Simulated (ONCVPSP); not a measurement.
**An ONCV potential for Te, from input to tests**

Aim: build the potential from the settings below, then test how well it stands in for the atom: other configurations, scattering, ghost states and the plane-wave cutoff that it needs.

The numbers are computed with ONCVPSP 4.0.1 (PW91, scalar-relativistic, spin-unpolarised reference atom).

## (1) Settings

Typed settings, in words:

```json
{"element": "tellurium (Te, Z = 52)", "type": "optimised norm-conserving Vanderbilt (ONCV)", "frozen core": "[Ar] 3d10", "valence charge": "24", "reference configuration": "4s2 4p6 4d10 5s2 5p4", "partial waves": "4s+5s: rc 1.45 bohr, ncon 3, nbas 6, qcut 10.5 1/bohr, 2 projectors; 4p+5p: rc 1.60 bohr, ncon 4, nbas 9, qcut 8.3 1/bohr, 2 projectors; 4d: rc 1.45 bohr, ncon 4, nbas 8, qcut 11 1/bohr, local", "local potential": "the d channel", "core correction": "Teter function fitted to the true core (icmod 2), fcfact 0.35"}
```

## (2) Generation

Te.dat reads:

```
# ATOM AND REFERENCE CONFIGURATION
# atsym  z   nc   nv     iexc    psfile
  Te 52.00    6    5  -109134      upf
#
#   n    l    f
    1    0    2.00
    2    0    2.00
    2    1    6.00
    3    0    2.00
    3    1    6.00
    3    2   10.00
    4    0    2.00
    4    1    6.00
    4    2   10.00
    5    0    2.00
    5    1    4.00
#
# PSEUDOPOTENTIAL AND OPTIMIZATION
# lmax
    2
#
#   l,   rc,      ep,       ncon, nbas, qcut
    0    1.45    0.00    3    6   10.50
    1    1.60    0.00    4    9    8.30
    2    1.45    0.00    4    8   11.00
#
# LOCAL POTENTIAL
# lloc, lpopt,  rc(5),   dvloc0
    2    5    1.45    0.00
#
# VANDERBILT-KLEINMAN-BYLANDER PROJECTORs
# l, nproj, debl
    0    2    1.20
    1    2    2.60
    2    0    2.00
#
# MODEL CORE CHARGE
# icmod, fcfact, rcfact
    2    0.35    0.65
#
# LOG DERIVATIVE ANALYSIS
# epsh1, epsh2, depsh
   -8.00    5.00    0.04
#
# OUTPUT GRID
# rlmax, drl
    6.00    0.01
#
# TEST CONFIGURATIONS
# ncnf
    4
# nvcnf
#   n    l    f
    5
    4    0    2.00
    4    1    6.00
    4    2   10.00
    5    0    2.00
    5    1    3.00
#
    5
    4    0    2.00
    4    1    6.00
    4    2   10.00
    5    0    2.00
    5    1    2.00
#
    5
    4    0    2.00
    4    1    6.00
    4    2   10.00
    5    0    2.00
    5    1    1.00
#
    5
    4    0    2.00
    4    1    6.00
    4    2    9.00
    5    0    2.00
    5    1    4.00
#
```

Launch:

```bash
$ oncvpsp.x < Te.dat > Te.out
```

What does the calculation give? Wanted: cutoffs for 1 and 0.1 mHa per electron, occupied waves; bound ghosts; GHOST(+) flags; largest test error; largest phase difference near zero energy, channels read; rms error of d²Exc/dn², without and with the model core.

**Answer**, as computed:

| quantity | value |
| --- | --- |
| cutoffs for 1 and 0.1 mHa per electron, occupied waves | 44 Ha and 50 Ha |
| bound ghosts | none found |
| GHOST(+) flags | s at 426 eV |
| largest test error (AE − PS) | -17 meV, for 4s2 4p6 4d10 5s2 5p1 |
| largest phase difference near zero energy, channels read | 0.010 rad |
| rms error of d²Exc/dn², without and with the model core | 3.38 and 1.36 mHa |

**Reading.** By total energies transferability is good: the largest error is 17 meV on 54.8 eV, for 4s2 4p6 4d10 5s2 5p1. By its cutoff, 44 Ha for the looser tolerance, it is hard. At the looser tolerance the 4d wave is the slowest; 5s needs 32 Ha. It is free of bound ghosts as far as tested. Near zero energy the phases of the channels with partial waves agree within 0.010 rad. The program also flags highly localised states, GHOST(+) (s). All of this concerns the isolated atom, not yet a solid.
